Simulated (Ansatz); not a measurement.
# H3ISi: the cost of one run

Program: Ansatz 0.2.0. Level of theory: RKS PBE0/def2-SVP. These are calculated values, not measurements.

### Step 1. The system as given

Bond lengths: Si1–I2 2.381 Å, Si1–H3 1.523 Å, Si1–H4 1.458 Å, Si1–H5 1.522 Å. Angles: I2–Si1–H3 112.6°, I2–Si1–H4 110.4°, I2–Si1–H5 111.2°, H3–Si1–H4 109.5°, H3–Si1–H5 106.6°, H4–Si1–H5 106.2°.

As a file:

```xyz
5

Si   -0.1246    0.0286   -0.0538
I     1.9111   -0.9357    0.7180
H    -1.1847    0.1117    1.0367
H    -0.6476   -0.7267   -1.1857
H     0.0957    1.4484   -0.5565
```

### Step 2. Preparing the start

Contents of input.yaml:

```yaml
crystal:
  periodic: [false, false, false]
  atoms:
    - { symbol: Si, position_ang: [-0.1246, 0.0286, -0.0538] }
    - { symbol: I, position_ang: [1.9111, -0.9357, 0.718] }
    - { symbol: H, position_ang: [-1.1847, 0.1117, 1.0367] }
    - { symbol: H, position_ang: [-0.6476, -0.7267, -1.1857] }
    - { symbol: H, position_ang: [0.0957, 1.4484, -0.5565] }
basis:
  gaussian: { orbitals: def2-SVP }
hamiltonian:
  xc: pbe0
relax:
  f_tol: 0.02
  max_steps: 40
scf:
  lower_state_search: "off"
```

On the command line:

```console
$ ansatz run input.yaml --threads 1 --pin off --max-ram 2048MiB --backend cpu --events-out ev --progress --plain --runs-dir out
```

Q: Estimate wall time and peak memory on 1 thread of Arm Neoverse V2, shared host.

About 5.3 s, with a peak of 0.1 GiB.
